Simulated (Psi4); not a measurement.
# GaSiH7O (SMILES [SiH3][OH+][GaH3-]): levels of theory compared

We compute a comparison of 4 runs (BLYP/6-31G*, PBE/6-31G*, TPSS/6-31G*, r2SCAN/6-31G*) of GaSiH7O. 

The results are computed with Psi4 1.11.

7 further runs of the same task are left out: 5 that didn't finish, 2 set aside as unsound or not needed. Runs told in other sessions of the task aren't counted.

### 1 The structure to begin with

The species is GaSiH7O (10 atoms), meant as a singlet with charge 0. SMILES: `[SiH3][OH+][GaH3-]`. The Si1–H6 distance was set to 2.655 Å, away from the relaxed value. At this shape a bond of the SMILES string is far longer than usual.

Bond lengths: Si1–O2 1.685 Å, O2–Ga3 2.176 Å, Si1–H4 1.485 Å, Si1–H5 1.480 Å, O2–H7 0.960 Å, Ga3–H8 1.571 Å, Ga3–H9 1.583 Å, Ga3–H10 1.578 Å. Some angles: Si1–O2–Ga3 118.1°, Si1–O2–H7 117.7°, Ga3–O2–H7 112.1°, O2–Si1–H4 106.7°, O2–Si1–H5 110.5°, O2–Ga3–H8 100.1°, O2–Ga3–H9 92.2°, O2–Ga3–H10 95.6°, H4–Si1–H5 110.0°, H8–Ga3–H9 118.9°.

### 2 A single-point energy at BLYP/6-31G(d) (spherical functions) (run 1)

Input file job.py:

```python
import psi4

psi4.set_memory(2200000000)
psi4.set_num_threads(1)
psi4.set_output_file('output.dat', False)

geom = psi4.geometry("""
0 1
Si
O 1 1.685497
Ga 2 2.176108 1 118.05296
H 1 1.484657 2 106.72622 3 -179.80058
H 1 1.479904 4 109.95331 2 119.88182
H 1 2.6546 5 111.98743 4 -124.69543
H 2 0.960275 1 117.65245 5 -78.78373
H 3 1.57141 2 100.05588 7 -100.06767
H 3 1.582853 8 118.89619 2 98.21709
H 3 1.578095 8 119.62106 9 159.35152
symmetry c1
no_reorient
no_com
""")

psi4.set_options({
    'puream': True,
    'e_convergence': 1e-09,
    'd_convergence': 1e-08,
    'scf_type': 'pk',
    'dft_radial_points': 99,
    'dft_spherical_points': 590,
})

energy_value, wavefunction = psi4.energy('blyp/6-31G*', return_wfn=True)
psi4.oeprop(wavefunction, 'MAYER_INDICES', 'DIPOLE', 'MULLIKEN_CHARGES')
print(f'total energy {energy_value:.8f} hartree = {energy_value * 27.211386:.5f} eV')
for k, v in sorted(psi4.core.scalar_variables().items()):
    print(f'{k:45s} {v:18.10f}')
```

Run with:

```
python job.py
```

output.dat:

```text
[...]
  Running in c1 symmetry.
[...]
  Nuclear repulsion =  252.604078659380093
[...]
  Multiplicity = 1
[...]
  Nalpha       = 30
  Nbeta        = 30
[...]
    Number of basis functions: 78
[...]
   @RKS iter   1: -2291.06387870907656   -1.21585e+00   4.00688e-02 ADIIS/DIIS
[...]
   @RKS iter  16: -2293.38759215491928    0.00000e+00   2.21387e-09 DIIS
[...]
    Orbital Energies [Eh]
    ---------------------
    Doubly Occupied:
       1A   -371.023248     2A    -65.563434     3A    -45.351296
       4A    -40.209255     5A    -40.206307     6A    -40.206196
       7A    -18.864566     8A     -5.254170     9A     -5.137233
      10A     -3.587903    11A     -3.579347    12A     -3.579024
      13A     -3.557878    14A     -3.556852    15A     -3.553688
      16A     -0.977145    17A     -0.706707    18A     -0.702050
      19A     -0.701625    20A     -0.698739    21A     -0.698541
      22A     -0.557733    23A     -0.474389    24A     -0.419872
      25A     -0.369191    26A     -0.343406    27A     -0.312471
      28A     -0.245673    29A     -0.236619    30A     -0.230252
[...]
  @RKS Final Energy: -2293.38759215491928
   => Energetics <=
    Nuclear Repulsion Energy =            252.6040786593800931
    One-Electron Energy =               -3694.5329864537961839
    Two-Electron Energy =                1255.5239290247498047
    DFT Exchange-Correlation Energy =    -106.9826133852535293
    Empirical Dispersion Energy =           0.0000000000000000
    VV10 Nonlocal Energy =                  0.0000000000000000
    Total Energy =                      -2293.3875921549192753
[...]
 Multipole Moments:
 ------------------------------------------------------------------------------------
     Multipole            Electronic (a.u.)      Nuclear  (a.u.)        Total (a.u.)
 ------------------------------------------------------------------------------------
 L = 1.  Multiply by 2.5417464519 to convert [e a0] to [Debye]
 Dipole X            :         -1.1377542            0.4071072           -0.7306470
 Dipole Y            :         -5.4713678            6.9208871            1.4495192
 Dipole Z            :          9.0244652           -9.5824608           -0.5579955
 Magnitude           :                                                    1.7164819
[...]
  Mulliken Charges: (a.u.)
   Center  Symbol    Alpha    Beta     Spin     Total
       1    SI     6.74487  6.74487  0.00000  0.51027
       2     O     4.31784  4.31784  0.00000 -0.63568
       3    GA    15.61469 15.61469  0.00000 -0.22938
       4     H     0.52341  0.52341  0.00000 -0.04682
       5     H     0.51316  0.51316  0.00000 -0.02632
       6     H     0.53381  0.53381  0.00000 -0.06763
       7     H     0.27455  0.27455  0.00000  0.45089
       8     H     0.48392  0.48392  0.00000  0.03216
       9     H     0.49992  0.49992  0.00000  0.00016
      10     H     0.49383  0.49383  0.00000  0.01234
[...]
```

The script printed:

```text
total energy -2293.38759215 hartree = -62406.25502 eV
CURRENT ENERGY                                  -2293.3875921549
CURRENT REFERENCE ENERGY                        -2293.3875921549
DD SOLVATION ENERGY                                 0.0000000000
DFT FUNCTIONAL TOTAL ENERGY                     -2293.3875921549
DFT TOTAL ENERGY                                -2293.3875921549
DFT VV10 ENERGY                                     0.0000000000
DFT XC ENERGY                                    -106.9826133853
GRID ELECTRONS ALPHA                               30.0000004053
GRID ELECTRONS BETA                                30.0000004053
GRID ELECTRONS TOTAL                               60.0000008106
NUCLEAR REPULSION ENERGY                          252.6040786594
ONE-ELECTRON ENERGY                             -3694.5329864538
PCM POLARIZATION ENERGY                             0.0000000000
PE ENERGY                                           0.0000000000
SCF ITERATION ENERGY                            -2293.3875921549
SCF ITERATIONS                                     16.0000000000
SCF TOTAL ENERGY                                -2293.3875921549
TWO-ELECTRON ENERGY                              1255.5239290247
XC GRID RADIAL POINTS                              99.0000000000
XC GRID SPHERICAL POINTS                          590.0000000000
XC GRID TOTAL POINTS                           556738.0000000000
```

Wall time 12 s (1 thread of AMD EPYC 9R45 (Zen 5), shared host); peak memory 1.3 GiB.

### 3 Energy and forces at PBE/6-31G(d) (spherical functions) (run 2)

Input file run.py:

```python
import psi4

psi4.set_memory('2200 MB')
psi4.set_num_threads(1)
psi4.set_output_file('output.dat', False)

molecule = psi4.geometry("""
0 1
Si
O 1 1.685497
Ga 2 2.176108 1 118.05296
H 1 1.484657 2 106.72622 3 -179.80058
H 1 1.479904 4 109.95331 2 119.88182
H 1 2.6546 5 111.98743 4 -124.69543
H 2 0.960275 1 117.65245 5 -78.78373
H 3 1.57141 2 100.05588 7 -100.06767
H 3 1.582853 8 118.89619 2 98.21709
H 3 1.578095 8 119.62106 9 159.35152
symmetry c1
""")

options = {'basis': '6-31G*', 'puream': True, 'e_convergence': 1e-09, 'd_convergence': 1e-08, 'scf_type': 'pk', 'dft_radial_points': 99, 'dft_spherical_points': 590}
psi4.set_options(options)

E = psi4.gradient("pbe")
print('gradient / Eh bohr^-1')
print(E.np.round(6))
```

Run with:

```
python run.py
```

output.dat (excerpt; [...] marks lines left out):

```text
[...]
  Running in c1 symmetry.
[...]
  Nuclear repulsion =  252.604078659380093
[...]
  Multiplicity = 1
[...]
  Nalpha       = 30
  Nbeta        = 30
[...]
    Number of basis functions: 78
[...]
   @RKS iter   1: -2290.48089647630604   -1.17012e+00   3.99815e-02 DIIS/ADIIS
[...]
   @RKS iter  16: -2292.81250936532251   -9.09495e-13   1.06301e-09 DIIS
[...]
  @RKS Final Energy: -2292.81250936532251
   => Energetics <=
    Nuclear Repulsion Energy =            252.6040786593800931
    One-Electron Energy =               -3694.8226120516396804
    Two-Electron Energy =                1255.7982414414036612
    DFT Exchange-Correlation Energy =    -106.3922174144664865
    Empirical Dispersion Energy =           0.0000000000000000
    VV10 Nonlocal Energy =                  0.0000000000000000
    Total Energy =                      -2292.8125093653225122
[...]
 Multipole Moments:
 ------------------------------------------------------------------------------------
     Multipole            Electronic (a.u.)      Nuclear  (a.u.)        Total (a.u.)
 ------------------------------------------------------------------------------------
 L = 1.  Multiply by 2.5417464519 to convert [e a0] to [Debye]
 Dipole X            :         -1.1124952            0.4071072           -0.7053881
 Dipole Y            :         -5.4941023            6.9208871            1.4267848
 Dipole Z            :          9.0316455           -9.5824608           -0.5508153
 Magnitude           :                                                    1.6842460
[...]
  -Total Gradient:
     Atom            X                  Y                   Z
    ------   -----------------  -----------------  -----------------
       1       -0.036795034783     0.021554273585     0.019230675051
       2       -0.011344262730     0.009825701112    -0.002833545348
       3       -0.000454154077     0.003760687928    -0.000634130106
       4       -0.003189574951    -0.005042412645     0.002617249657
       5        0.002032492162     0.005752465129     0.003884816087
       6        0.039648817820    -0.022933587659    -0.012186099706
       7        0.009156796606    -0.012817427612    -0.008887580853
       8       -0.002935726609    -0.000526269901    -0.001800844627
       9        0.000447242855     0.001597101911     0.002437062216
      10        0.003430069640    -0.001152750055    -0.001844457218
[...]
```

On the terminal:

```text
gradient / Eh bohr^-1
[[-0.036795  0.021554  0.019231]
 [-0.011344  0.009826 -0.002834]
 [-0.000454  0.003761 -0.000634]
 [-0.00319  -0.005042  0.002617]
 [ 0.002032  0.005752  0.003885]
 [ 0.039649 -0.022934 -0.012186]
 [ 0.009157 -0.012817 -0.008888]
 [-0.002936 -0.000526 -0.001801]
 [ 0.000447  0.001597  0.002437]
 [ 0.00343  -0.001153 -0.001844]]
```

Run time: 17 s. Hardware: 1 thread of AMD EPYC 9R45 (Zen 5), shared host; peak memory 1.3 GiB.

Run 3 isn't shown in full; the table further down has it.

### 4 Energy and forces at r2SCAN/6-31G(d) (spherical functions) (run 4)

Input file gah7osi.dat:

```
memory 2.2 GB

molecule m {
  0 1
  Si
  O 1 r2
  Ga 2 r3 1 a3
  H 1 r4 2 a4 3 d4
  H 1 r5 4 a5 2 d5
  H 1 r6 5 a6 4 d6
  H 2 r7 1 a7 5 d7
  H 3 r8 2 a8 7 d8
  H 3 r9 8 a9 2 d9
  H 3 r10 8 a10 9 d10

  r2 = 1.685497
  r3 = 2.176108
  a3 = 118.05296
  r4 = 1.484657
  a4 = 106.72622
  d4 = -179.80058
  r5 = 1.479904
  a5 = 109.95331
  d5 = 119.88182
  r6 = 2.6546
  a6 = 111.98743
  d6 = -124.69543
  r7 = 0.960275
  a7 = 117.65245
  d7 = -78.78373
  r8 = 1.57141
  a8 = 100.05588
  d8 = -100.06767
  r9 = 1.582853
  a9 = 118.89619
  d9 = 98.21709
  r10 = 1.578095
  a10 = 119.62106
  d10 = 159.35152
  symmetry c1
}

set globals {
  basis 6-31G*
  puream true
  e_convergence 1e-09
  d_convergence 1e-08
  scf_type pk
  dft_radial_points 99
  dft_spherical_points 590
}

e_tot, wfn = gradient("r2scan", return_wfn=True)
oeprop(wfn, "DIPOLE", "MAYER_INDICES", "MULLIKEN_CHARGES", title="R2SCAN")
```

Run with:

```
psi4 gah7osi.dat gah7osi.out -n 1
```

gah7osi.out (excerpt; [...] marks lines left out):

```text
[...]
  Running in c1 symmetry.
[...]
  Nuclear repulsion =  252.604078659380093
[...]
  Multiplicity = 1
[...]
  Nalpha       = 30
  Nbeta        = 30
[...]
    Number of basis functions: 78
[...]
   @RKS iter   1: -2291.05860466501190   -1.39799e+00   3.91417e-02 DIIS/ADIIS
[...]
   @RKS iter  15: -2293.26614923608258   -1.09139e-11   2.22965e-09 DIIS
[...]
  @RKS Final Energy: -2293.26614923608258
   => Energetics <=
    Nuclear Repulsion Energy =            252.6040786593800931
    One-Electron Energy =               -3695.2331839042653883
    Two-Electron Energy =                1256.2582236821310744
    DFT Exchange-Correlation Energy =    -106.8952676733284477
    Empirical Dispersion Energy =           0.0000000000000000
    VV10 Nonlocal Energy =                  0.0000000000000000
    Total Energy =                      -2293.2661492360825832
[...]
  -Total Gradient:
     Atom            X                  Y                   Z
    ------   -----------------  -----------------  -----------------
       1       -0.035702079571     0.020326546094     0.014654564379
       2       -0.007070080443     0.008005305247     0.000968480357
       3       -0.000616647645     0.001970282298     0.000503772203
       4       -0.003413054000    -0.000678498502     0.001374087735
       5       -0.001786092903     0.003963568779     0.002111715541
       6        0.042231957702    -0.024404913894    -0.013008614870
       7        0.005016741132    -0.008099252795    -0.005577045479
       8        0.000240905381    -0.000226383829    -0.000040984160
       9        0.000463137529    -0.000068512798    -0.000768942390
      10        0.000379280980    -0.000594294242    -0.000113462715
[...]
 Multipole Moments:
[...]
  Mulliken Charges: (a.u.)
   Center  Symbol    Alpha    Beta     Spin     Total
       1    SI     6.72297  6.72297  0.00000  0.55407
       2     O     4.36771  4.36771  0.00000 -0.73541
       3    GA    15.57215 15.57215  0.00000 -0.14430
       4     H     0.53015  0.53015  0.00000 -0.06029
       5     H     0.51693  0.51693  0.00000 -0.03385
       6     H     0.53145  0.53145  0.00000 -0.06290
       7     H     0.25696  0.25696  0.00000  0.48608
       8     H     0.49157  0.49157  0.00000  0.01686
       9     H     0.50777  0.50777  0.00000 -0.01554
      10     H     0.50235  0.50235  0.00000 -0.00471
[...]
```

Wall time 34 s (1 thread of AMD EPYC 9R45 (Zen 5), shared host); peak memory 1.5 GiB.

### 5 Overview of the runs

```csv
run,level,task,energy (Eh),dipole moment (D),HOMO energy (eV),LUMO energy (eV),wall time
1,BLYP/6-31G* (spherical functions),energy,-2293.387592,4.36,-6.27,-3.65,12 s
2,PBE/6-31G* (spherical functions),gradient,-2292.812509,4.28,-6.39,-3.74,17 s
3,TPSS/6-31G* (spherical functions),gradient,-2293.385459,4.37,-6.63,-3.69,38 s
4,r2SCAN/6-31G* (spherical functions),gradient,-2293.266149,4.38,-6.68,-3.68,34 s
```

### 6 Summary of results

| quantity | value |
| --- | --- |
| run 4: total energy | -2293.26615 Eh |
| run 4: dipole moment | 4.38 D |
| run 4: HOMO energy | -6.68 eV |
| run 4: LUMO energy | -3.68 eV |
| run 4: HOMO–LUMO gap | 3.00 eV |
| run 4: largest force on an atom | 2.596 eV/Å |

In words: The dipole moment (its size) runs from 4.28 D (PBE/6-31G*) to 4.38 D (r2SCAN/6-31G*). The HOMO–LUMO gap runs from 2.62 eV (BLYP/6-31G*) to 3.00 eV (r2SCAN/6-31G*). Totals of different functionals can't be ranked against each other. In all runs a closed-shell determinant meets a far-stretched bond; if it breaks into open shells, such a determinant describes it badly, and no broken-symmetry solution was shown. All runs together took 1.7 min, the longest 38 s.
